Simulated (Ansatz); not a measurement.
# Rb3As4: the cost of one run

Computed with Ansatz 0.2.0 (DFT PBE, scalar-relativistic, plane waves, PAW, unless a step's input says otherwise).

## 1. Starting point

The structure is tetragonal, space group P4/mmm (No. 123). Conventional cell: a = 8.690 Å, b = 8.690 Å, c = 4.345 Å, α = 90.00°, β = 90.00°, γ = 90.00°. Rb (site symmetry 4/mmm) is surrounded by 8 As at 3.76 Å. Rb (site symmetry mmm) has 8 As at 3.76 Å as nearest neighbours. As (site symmetry m2m) has 6 Rb at 3.76 Å as nearest neighbours.

Coordinates:

```
CELL_PARAMETERS angstrom
8.69028 0.00000 0.00000
0.00000 8.69028 0.00000
0.00000 0.00000 4.34514
ATOMIC_POSITIONS crystal
Rb 0.00000 0.00000 0.00000
Rb 0.00000 0.50000 0.00000
Rb 0.50000 0.00000 0.00000
As 0.25000 0.25000 0.50000
As 0.25000 0.75000 0.50000
As 0.75000 0.25000 0.50000
As 0.75000 0.75000 0.50000
```

The cell is invented: ordered vacancies on the cation sites of caesium chloride (P4/mmm, No. 123). The dimensions are guesses.

## 2. Probe: one point on a coarse mesh

File input.yaml:

```yaml
crystal:
  lattice:
    - [8.69027625, 0.0, 0.0]
    - [0.0, 8.69027625, 0.0]
    - [0.0, 0.0, 4.34513813]
  atoms:
    - { symbol: Rb, position: [0.0, 0.0, 0.0] }
    - { symbol: Rb, position: [0.0, 0.5, 0.0] }
    - { symbol: Rb, position: [0.5, 0.0, 0.0] }
    - { symbol: As, position: [0.25, 0.25, 0.5] }
    - { symbol: As, position: [0.25, 0.75, 0.5] }
    - { symbol: As, position: [0.75, 0.25, 0.5] }
    - { symbol: As, position: [0.75, 0.75, 0.5] }
basis:
  ecutwfc: 420
kpoints:
  mp_grid: { grid: [2, 2, 4] }
hamiltonian:
  xc: pbe
scf:
  occupations: { method: gaussian, width: 0.1 }
  lower_state_search: "off"
output:
  forces: true
  stress: true
  eigenvalues: true
```

Started as:

```sh
$ ansatz run input.yaml --threads 1 --pin off --max-ram 2560MiB --backend cpu --events-out ev --progress --plain --runs-dir out
```

Q: Estimate wall time and peak memory on 1 thread of Intel Xeon at 2.70GHz, shared host.

About 14 s, with a peak of 0.55 GiB.
